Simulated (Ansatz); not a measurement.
**Cl₂FHO₂W: small, medium and large basis sets**

One table from this session's results is given with a row withheld; the runs are named, their logs left out.

The runs use Ansatz 0.2.0, Gaussian basis; one geometry, several basis sets.

Plan: PBE0-D4/def2-SVP; ωB97M-V/def2-SVP; PBE0-D4/def2-QZVPP; ωB97M-V/def2-QZVPP; the functionals' def2-TZVPP values are taken from earlier runs.

## The relaxed structure

An earlier PBE0-D4 in a triple-zeta def2 set relaxation fixed the geometry. W takes the def2 core potential; no spin-orbit term is included.

SMILES `[O]=[W]([OH])([F])([Cl])[Cl]`, 7 atoms, charge 0, spin multiplicity 1.

Atoms are counted from 1 here; the program's logs count them from 0.

Bond lengths: O1–W2 1.674 Å, W2–O3 1.875 Å, W2–F4 1.854 Å, W2–Cl5 2.288 Å, W2–Cl6 2.310 Å, O3–H7 0.960 Å. Angles: O1–W2–O3 109.0°, O1–W2–F4 104.1°, O1–W2–Cl5 107.1°, O1–W2–Cl6 99.9°, O3–W2–F4 84.6°, O3–W2–Cl5 143.9°, O3–W2–Cl6 86.2°, F4–W2–Cl5 86.8°, F4–W2–Cl6 156.0°, Cl5–W2–Cl6 87.8°, W2–O3–H7 125.7°.

The first run:

Contents of in.yaml:

```yaml
crystal:
  periodic: [false, false, false]
  atoms:
    - {symbol: O, position_ang: [-1.556401, -0.639114, 0.769317]}
    - {symbol: W, position_ang: [-0.321140, -0.021707, -0.177538]}
    - {symbol: O, position_ang: [1.303203, -0.782502, 0.368663]}
    - {symbol: F, position_ang: [-0.200022, -1.212926, -1.593377]}
    - {symbol: Cl, position_ang: [-1.272382, 1.441195, -1.657011]}
    - {symbol: Cl, position_ang: [0.283125, 1.805199, 1.100711]}
    - {symbol: H, position_ang: [1.763617, -0.590156, 1.189235]}
basis:
  gaussian: {orbitals: def2-SVP}
hamiltonian: {xc: pbe0, dispersion: d4}
output: {orbitals: {seedname: orbitals}}
```

The run is started by

```console
ansatz run in.yaml --threads 4 --pin off --events-out ev --progress --plain --max-ram 10444MiB
```

Steps of the session up to this table: PBE0-D4 in def2-SVP; ωB97M-V in def2-SVP; PBE0-D4 in def2-QZVPP; ωB97M-V in def2-QZVPP.

One of the session's tables, all rows but one given; the rest of the session is left out.

It belongs to the step «Functionals by basis». 

```
functional       basis  HOMO (eV)  LUMO (eV)
   PBE0-D4    def2-SVP      -9.21      -4.37
   PBE0-D4  def2-TZVPP      -9.21      -4.27
   PBE0-D4  def2-QZVPP          ?          ?
   ωB97M-V    def2-SVP     -11.36      -2.23
   ωB97M-V  def2-TZVPP     -11.40      -2.15
   ωB97M-V  def2-QZVPP     -11.42      -2.20
```

Estimate the missing values for PBE0-D4, def2-QZVPP.

As computed: HOMO (eV): -9.23; LUMO (eV): -4.29. In the column «HOMO (eV)» it lies between ωB97M-V, def2-SVP (-11.36) and PBE0-D4, def2-SVP (-9.21).
